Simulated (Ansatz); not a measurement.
# B₂H₂F₄: a ladder of functionals and wavefunction methods

Aim: compute B₂H₂F₄ with functionals from several rungs and with coupled cluster. The yardstick is the atomisation energy at the CCSD(T) limit.

Computed with Ansatz 0.2.0, Gaussian basis. Level: functionals in def2-TZVPP, the program's frozen cores in correlated methods.

Plan: LDA (SPW92), PBE-D4, revPBE-D4, BLYP-D4, r2SCAN-D4, B97M-V, PBE0-D4, B3LYP-D4, r2SCANh-D4, r2SCAN0-D4, HSE06-D4, BHLYP-D4, CAM-B3LYP-D4, LC-ωPBE, ωB97X-V, ωB97M-V, B2PLYP, PBE-QIDH; CCSD(T)/def2-SVP; CCSD(T)/def2-TZVPP; MP2/def2-QZVPP; extrapolation to the limit; RPA on PBE.

### Step 1. Structure used throughout

All runs share one geometry, relaxed beforehand with PBE0-D4 in a triple-zeta def2 set.

SMILES `F[B@H-]1[F+][B@H-](F)[F+]1`, 8 atoms, charge 0, spin multiplicity 1.

Atoms are counted from 1 here; the program's logs count them from 0.

Bond lengths: F1–B2 1.319 Å, B2–F3 1.544 Å, B2–F6 1.545 Å, B2–H7 1.187 Å, F3–B4 1.545 Å, B4–F5 1.319 Å, B4–F6 1.544 Å, B4–H8 1.187 Å. Angles: F1–B2–F3 109.7°, F1–B2–F6 109.7°, F1–B2–H7 122.2°, F3–B2–F6 87.0°, F3–B2–H7 111.3°, F6–B2–H7 111.3°, B2–F3–B4 93.0°, F3–B4–F5 109.7°, F3–B4–F6 87.0°, F3–B4–H8 111.3°, F5–B4–F6 109.7°, F5–B4–H8 122.2°, F6–B4–H8 111.3°, B2–F6–B4 93.0°.

### Step 2. LDA

This LDA is Slater exchange with PW92 correlation.

Input file in.yaml:

```yaml
crystal:
  periodic: [false, false, false]
  atoms:
    - {symbol: F, position_ang: [1.054885, -1.462216, 1.057741]}
    - {symbol: B, position_ang: [0.988942, -0.304839, 0.428948]}
    - {symbol: F, position_ang: [0.248461, -0.482636, -0.914725]}
    - {symbol: B, position_ang: [-0.988935, 0.304843, -0.428940]}
    - {symbol: F, position_ang: [-1.055012, 1.462195, -1.057766]}
    - {symbol: F, position_ang: [-0.248418, 0.482722, 0.914693]}
    - {symbol: H, position_ang: [1.932211, 0.405936, 0.310323]}
    - {symbol: H, position_ang: [-1.932144, -0.406005, -0.310264]}
basis:
  gaussian: {orbitals: def2-TZVPP}
hamiltonian: {xc: lda}
output: {orbitals: {seedname: orbitals}}
```

Started as:

```sh
$ ansatz run in.yaml --threads 4 --pin off --events-out ev --progress --plain --max-ram 10444MiB
```

The runs that follow: PBE-D4 (GGA); revPBE-D4 (GGA); BLYP-D4 (GGA); r2SCAN-D4 (meta-GGA); B97M-V (meta-GGA); B3LYP-D4 (hybrid); r2SCANh-D4 (hybrid); r2SCAN0-D4 (hybrid); HSE06-D4 (hybrid); BHLYP-D4 (hybrid); CAM-B3LYP-D4 (range-separated); LC-ωPBE (range-separated); ωB97X-V (range-separated); ωB97M-V (range-separated); B2PLYP (double hybrid); PBE-QIDH (double hybrid); CCSD(T) in def2-SVP; CCSD(T) in def2-TZVPP; MP2 in def2-QZVPP; RPA on PBE orbitals.

Q: Predict the results of all the runs planned. Wanted: atomisation energy, CCSD(T)/CBS; farthest beyond LDA; mean size of error, GGA; mean size of error, meta-GGA; mean size of error, hybrid; mean size of error, range-separated; mean size of error, double hybrid; gap, smallest and largest; T1 diagnostic.

As calculated:

| quantity | value |
| --- | --- |
| atomisation energy, CCSD(T)/CBS | 808.7 kcal/mol |
| functionals within 4.0 kcal/mol (0.5 %) | BLYP-D4, B97M-V, PBE0-D4, B3LYP-D4, r2SCANh-D4, HSE06-D4, ωB97X-V, B2PLYP, PBE-QIDH |
| farthest beyond LDA | BHLYP-D4 (-30.9 kcal/mol) |
| mean size of error, GGA | 10.0 kcal/mol |
| mean size of error, meta-GGA | 5.6 kcal/mol |
| mean size of error, hybrid | 8.1 kcal/mol |
| mean size of error, range-separated | 4.9 kcal/mol |
| mean size of error, double hybrid | 2.9 kcal/mol |
| gap, smallest and largest | 8.08 eV (LDA (SPW92)), 16.09 eV (LC-ωPBE) |
| T1 diagnostic | 0.0119 |
| triples share of the correlation energy | 2.9 % |

**Reading.** The LDA atomisation energy is off by 135.1 kcal/mol (17 %): it overbinds. PBE-D4 misses by +19.6 kcal/mol. Double hybrids carry the basis error of their MP2 part in triple zeta, and no dispersion term here, so their miss is partly the set-up's. By mean error the best rung here is double hybrid (2.9 kcal/mol) and the worst beyond LDA is GGA (10.0 kcal/mol). The reference freezes the cores and leaves out relativity and excitations past (T), so misses under about 4.0 kcal/mol can't be ranked. Hartree-Fock recovers 77 % of the binding; the rest is correlation. CCSD(T) in def2-SVP is off by -28.7 kcal/mol, worse than the median functional, from the basis alone. Orbital gaps span 8.1 to 16.1 eV; exact exchange widens them.
